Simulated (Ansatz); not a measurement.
**Ir (sc type): how the settings move a relaxation**

Question: which choices in the input matter for Ir (sc type)?

Computed with Ansatz 0.2.0 (reference: DFT, PBEsol, PAW with Ansatz's default frozen-core files, scalar-relativistic, unless a step's input says otherwise).

1 further run of the same task is left out (it didn't finish). Runs told in other sessions of the task aren't counted.

## Step 1: The structure to begin with

Symmetry: Pm-3m, No. 221, cubic system. The conventional cell has a = 2.476 Å, b = 2.476 Å, c = 2.476 Å, α = 90.00°, β = 90.00°, γ = 90.00°. Ir (site symmetry m-3m) is surrounded by 6 Ir at 2.48 Å.

As a file:

```cif
data_structure
_symmetry_space_group_name_H-M 'P 1'
_symmetry_Int_Tables_number 1
_cell_length_a 2.4761
_cell_length_b 2.4761
_cell_length_c 2.4761
_cell_angle_alpha 90.000
_cell_angle_beta 90.000
_cell_angle_gamma 90.000
_cell_volume 15.18
loop_
_atom_site_label
_atom_site_type_symbol
_atom_site_fract_x
_atom_site_fract_y
_atom_site_fract_z
_atom_site_occupancy
Ir1 Ir 0.00000 0.00000 0.00000 1
```

## Step 2: Reference

Contents of input.yaml:

```yaml
crystal:
  lattice:
    - [2.4761225395, 0.0, 0.0]
    - [0.0, 2.4761225395, 0.0]
    - [0.0, 0.0, 2.4761225395]
  atoms:
    - { symbol: Ir, position: [0.0, 0.0, 0.0] }
kpoints:
  mp_grid: { grid: [17, 17, 17] }
scf:
  occupations: { method: fermi_dirac, width: 0.05 }
hamiltonian:
  xc: pbesol
  pseudopotentials: { kind: paw }
output:
  forces: true
  stress: true
relax:
  f_tol: 0.005
  max_steps: 40
  cell: {}
```

Run with:

```
$ ansatz run input.yaml --threads 1 --pin off --max-ram 2048MiB --backend cpu --events-out ev --progress --plain --runs-dir out
```

## Step 3: Changed: occupations.method methfessel_paxton, occupations.width 0.025

Edit input.yaml of step 2 so:

```diff
@@ -10,3 +10,3 @@
 scf:
-  occupations: { method: fermi_dirac, width: 0.05 }
+  occupations: { method: methfessel_paxton, width: 0.025 }
 hamiltonian:
```

What does the calculation give? Wanted: for each run, ending; energy change; pressure; gap; force.

The runs gave:

```csv
run,ending,energy change,pressure (GPa),gap (eV),force (eV/Å),cycles,time
reference,converged,0,0.0,0.00,0.00,25,16 s
"1: occupations.method methfessel_paxton, occupations.width 0.025",converged,0.0 meV/atom (σ→0),0.0,0.00,0.00,24,14 s
```

Changing the smearing hardly moves the energy: 0.0 meV/atom. Cost: 24 SCF cycles against 25.
